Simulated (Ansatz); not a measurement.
**Cl2FH3SiSn: a ladder of functionals and wavefunction methods**

Aim: compute Cl2FH3SiSn with functionals from several rungs and with coupled cluster, and see how far each lands from CCSD(T) at the basis-set limit for the atomisation energy.

The runs use Ansatz 0.2.0, Gaussian basis; functionals in def2-TZVPP, the program's frozen cores in correlated methods.

Levels to be run: LDA (SPW92), PBE-D4, revPBE-D4, BLYP-D4, r2SCAN-D4, B97M-V, PBE0-D4, B3LYP-D4, r2SCANh-D4, r2SCAN0-D4, HSE06-D4, BHLYP-D4, CAM-B3LYP-D4, LC-ωPBE, ωB97X-V, ωB97M-V, B2PLYP, PBE-QIDH; CCSD(T)/def2-SVP; CCSD(T)/def2-TZVPP; MP2/def2-QZVPP; extrapolation to the limit; RPA on PBE.

## (1) The geometry

The geometry comes from an earlier relaxation with PBE0-D4 in a triple-zeta def2 set; it is a stationary point, not always the lowest conformer. Sn takes the def2 core potential; no spin-orbit term is included.

8 atoms, charge 0, spin multiplicity 1.

Atoms are counted from 1 here; the program's logs count them from 0.

Bond lengths: F1–Sn2 1.911 Å, Sn2–Si3 2.565 Å, Sn2–Cl4 2.310 Å, Sn2–Cl5 2.310 Å, Si3–H6 1.481 Å, Si3–H7 1.480 Å, Si3–H8 1.480 Å. Angles: F1–Sn2–Si3 110.9°, F1–Sn2–Cl4 104.0°, F1–Sn2–Cl5 104.0°, Si3–Sn2–Cl4 114.9°, Si3–Sn2–Cl5 114.9°, Cl4–Sn2–Cl5 107.0°, Sn2–Si3–H6 106.6°, Sn2–Si3–H7 107.0°, Sn2–Si3–H8 107.0°, H6–Si3–H7 111.9°, H6–Si3–H8 111.9°, H7–Si3–H8 112.1°.

## (2) LDA

This LDA is Slater exchange with PW92 correlation.

Contents of in.yaml:

```yaml
crystal:
  periodic: [false, false, false]
  atoms:
    - {symbol: F, position_ang: [-1.918256, 1.631473, 0.276463]}
    - {symbol: Sn, position_ang: [-0.703779, 0.513184, -0.686363]}
    - {symbol: Si, position_ang: [0.920792, -0.662101, 0.913352]}
    - {symbol: Cl, position_ang: [-2.077667, -0.901356, -1.889487]}
    - {symbol: Cl, position_ang: [0.289851, 1.941877, -2.205414]}
    - {symbol: H, position_ang: [1.803266, -1.505775, 0.075777]}
    - {symbol: H, position_ang: [0.101409, -1.472658, 1.842446]}
    - {symbol: H, position_ang: [1.676583, 0.398354, 1.617526]}
basis:
  gaussian: {orbitals: def2-TZVPP}
hamiltonian: {xc: lda}
output: {orbitals: {seedname: orbitals}}
```

The runs that follow: PBE-D4 (GGA); revPBE-D4 (GGA); BLYP-D4 (GGA); r2SCAN-D4 (meta-GGA); B97M-V (meta-GGA); PBE0-D4 (hybrid); B3LYP-D4 (hybrid); r2SCANh-D4 (hybrid); r2SCAN0-D4 (hybrid); HSE06-D4 (hybrid); BHLYP-D4 (hybrid); CAM-B3LYP-D4 (range-separated); LC-ωPBE-D4 (range-separated); ωB97X-V (range-separated); ωB97M-V (range-separated); B2PLYP (double hybrid); PBE-QIDH (double hybrid); CCSD(T) in def2-SVP; CCSD(T) in def2-TZVPP; MP2 in def2-QZVPP; RPA on PBE orbitals.

**Question.** What will the summary of the whole plan be? Wanted: atomisation energy, CCSD(T)/CBS; farthest beyond LDA; mean size of error, GGA; mean size of error, meta-GGA; mean size of error, hybrid; mean size of error, range-separated; mean size of error, double hybrid; gap, smallest and largest; T1 diagnostic.

The runs gave:

```
                               quantity                                      value
        atomisation energy, CCSD(T)/CBS                              2329.1 kJ/mol
 functionals within 23.3 kJ/mol (1.0 %)         PBE-D4, r2SCAN-D4, B97M-V, ωB97X-V
                    farthest beyond LDA                   BHLYP-D4 (-106.8 kJ/mol)
                mean size of error, GGA                                50.9 kJ/mol
           mean size of error, meta-GGA                                17.3 kJ/mol
             mean size of error, hybrid                                61.7 kJ/mol
    mean size of error, range-separated                                33.5 kJ/mol
      mean size of error, double hybrid                                69.7 kJ/mol
              gap, smallest and largest  4.52 eV (LDA (SPW92)), 11.52 eV (LC-ωPBE)
                          T1 diagnostic                                     0.0128
triples share of the correlation energy                                      3.5 %
```

**Reading.** LDA overbinds by 290.9 kJ/mol (12 %). PBE-D4 is off by -14.7 kJ/mol. Double hybrids carry the basis error of their MP2 part in triple zeta, and no dispersion term here, so their miss is partly the set-up's. By mean error the best rung here is meta-GGA (17.3 kJ/mol) and the worst beyond LDA is double hybrid (69.7 kJ/mol). The reference freezes the cores and leaves out spin-orbit coupling and excitations past (T), and its outer-core shells are covered unevenly, so misses under about 23.3 kJ/mol can't be ranked. All levels share the lack of spin-orbit coupling, which lowers the free heavy atoms and so the true binding. Hartree-Fock recovers 72 % of the binding; the rest is correlation. CCSD(T) in def2-SVP is off by -235.4 kJ/mol, worse than the median functional, from the basis alone. The gap grows from 4.5 to 11.5 eV across the functionals, mostly with the share of exact exchange. Correlated methods include outer-core shells of Sn, which these sets cover unevenly.
